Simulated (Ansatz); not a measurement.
# BF2HO: the cost of one run

Method: RKS CAM-B3LYP/cc-pVDZ, in Ansatz 0.2.0.

### Step 1. The structure to begin with

Bond lengths: B1–O2 1.410 Å, O2–H3 1.010 Å, B1–F4 1.320 Å, B1–F5 1.320 Å. Angles: B1–O2–H3 109.5°, O2–B1–F4 120.0°, O2–B1–F5 120.0°, F4–B1–F5 120.0°.

Coordinates:

```xyz
5

B     0.0000    0.0000    0.0000
O     0.0000    0.0000    1.4100
H    -0.9095   -0.2814    1.7471
F     1.1431    0.0000   -0.6600
F    -1.1431    0.0000   -0.6600
```

### Step 2. Relaxing the start

input.yaml

```yaml
crystal:
  periodic: [false, false, false]
  atoms:
    - { symbol: B, position_ang: [0.0, 0.0, 0.0] }
    - { symbol: O, position_ang: [0.0, 0.0, 1.41] }
    - { symbol: H, position_ang: [-0.9095, -0.2814, 1.7471] }
    - { symbol: F, position_ang: [1.1431, 0.0, -0.66] }
    - { symbol: F, position_ang: [-1.1431, 0.0, -0.66] }
basis:
  gaussian: { orbitals: cc-pVDZ }
hamiltonian:
  xc: cam_b3lyp
relax:
  f_tol: 0.02
  max_steps: 40
```

Started as:

```bash
$ ansatz run input.yaml --threads 1 --pin off --max-ram 2048MiB --backend cpu --events-out ev --progress --plain --runs-dir out
```

What time and memory should one allow on 1 thread of Intel Xeon 6975P-C (Granite Rapids), shared host?

About 6 s, with a peak of 0.15 GiB.
